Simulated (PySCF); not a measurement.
# C3H8OSSi: the cost of one run

The runs use PySCF 2.14.0, with density-fitted response routines of our own; the level of theory stands in each step. All values are computed, except where a source is named. Atoms count from 0, in the outputs and in this text.

### 1 The starting structure

14 atoms, charge 0, multiplicity 1; geometry from: GFN2-xTB.

Bonds of the start (Å): C0–Si1 1.89, Si1–O2 1.67, O2–C3 1.31, C3–C4 1.49, C3–S5 1.63, C0–H6 1.09, C0–H7 1.09, C0–H8 1.09, Si1–H9 1.46, Si1–H10 1.46, C4–H11 1.09, C4–H12 1.09, C4–H13 1.09.

### 2 Excited states and response: B3LYP/def2-SVPD

The job: settings as JSON, then the geometry in Å.

```
{"job": {"kind": "uv", "xc": "B3LYP", "basis": "def2-SVPD", "nstates": 8, "ntriplets": 3}, "charge": 0, "multiplicity": 1}
C     -2.343798     0.064017    -0.020935
Si    -1.045120    -1.084803     0.741561
O      0.486336    -0.626175     0.269180
C      1.159070     0.459912     0.559801
C      2.521112     0.535521    -0.049739
S      0.573441     1.628951     1.530087
H     -2.201681     0.163574    -1.094966
H     -3.345882    -0.317533     0.145976
H     -2.292288     1.060554     0.411137
H     -1.106163    -1.095647     2.199469
H     -0.994669    -2.412158     0.141783
H      2.874418     1.562274    -0.060945
H      2.503348     0.126705    -1.058516
H      3.211198    -0.065665     0.543967
```

With the program's defaults for keys left out, this is: TDDFT B3LYP/def2-SVPD, vertical, gas phase, core orbitals frozen in the response.

Launch:

```
> OMP_NUM_THREADS=1 python probes_run.py task.json out
```

One launch serves the whole session: the jobs run in the order shown.

**Question.** How long does this job take on 1 thread of Arm Neoverse N1, shared host, and how much memory does it need?

About 61 s, with a peak of 0.74 GiB.
